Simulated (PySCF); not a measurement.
# [YCl2]+: other functionals and bases at one geometry

One table from this session's results is given with a row withheld; the runs are named, their logs left out.

Computed with PySCF 2.14.0. Level: several levels, as the steps say, no spin–orbit coupling.

1 further run of the same task is left out (for a known fault of the program).

**Where the work starts**

3 atoms, charge 1, spin multiplicity 1.

Bond lengths: Y1–Cl2 2.346 Å, Y1–Cl3 2.346 Å. Angles: Cl2–Y1–Cl3 112.8°.

Geometry (Å):

```
Y     0.00000    0.00000   -0.62790
Cl    1.95420    0.00000    0.66998
Cl   -1.95420    0.00000    0.66998
```

Formal oxidation states: Y +3. An earlier session relaxed this geometry at PBE0, Y def2-SVP with ECP28, Cl def2-SVP (singlet, point group C2v).

At PBE0 on the finer grid: E = -958.017009 Eh, HOMO -13.91 eV, LUMO -8.09 eV, Mulliken charge on Y1 +1.20 e, largest force component 0.008 eV/Å. 

Levels to run: CAM-B3LYP; PBE; PBE0, TZVP. Hardware: 2 threads of Arm Neoverse V2, shared host.

The first run:

run.py (the lines that set the calculation)

```python
mol = gto.M(atom='''
Y      0.00000     0.00000    -0.62790
Cl     1.95420     0.00000     0.66998
Cl    -1.95420     0.00000     0.66998''',
    basis={'Y': 'def2-SVP', 'Cl': 'def2-SVP'},
    ecp={'Y': 'def2-SVP'},
    charge=1, spin=0)
mf = dft.RKS(mol, xc='CAMB3LYP')
mf.grids.atom_grid = (75, 302)
mf = mf.density_fit()  # fitting sets: Y def2-universal-JKFIT, Cl def2-universal-JKFIT
mf.conv_tol = 1e-08; mf.max_cycle = 55
mf.kernel(dm0)  # dm0: the density of the relaxed state
```

On the command line:

```bash
$ OMP_NUM_THREADS=2 python run.py
```

Steps of the session up to this table: CAM-B3LYP; PBE; PBE0, TZVP.

One table of the session follows, with a row left open; its other results are not shown here.

| level | HOMO (eV) | gap (eV) | charge on Y1 (e) | dipole (D) | largest force component (eV/Å) |
| --- | --- | --- | --- | --- | --- |
| PBE0 (relaxed here) | -13.91 | 5.82 | 1.20 | 7.04 | 0.01 |
| CAM-B3LYP | -15.15 | 7.80 | 1.18 | 7.16 | 0.09 |
| PBE | ? | ? | ? | ? | ? |
| PBE0, TZVP | -13.86 | 5.84 | 1.48 | 6.90 | 0.11 |

Q: Estimate the row for PBE from the others.

As computed: HOMO (eV): -12.59; gap (eV): 3.75; charge on Y1 (e): 1.09; dipole (D): 6.49; largest force component (eV/Å): 0.25. In the column «HOMO (eV)» it is the highest.

The dipole of a charged species depends on the origin, so these sizes hold for this origin alone.

In one basis the HOMO–LUMO gap runs from 3.75 eV (PBE) to 7.80 eV (CAM-B3LYP). The largest leftover force, 0.25 eV/Å with PBE, stands at a geometry relaxed at another level. Total energies of different levels can't be compared.
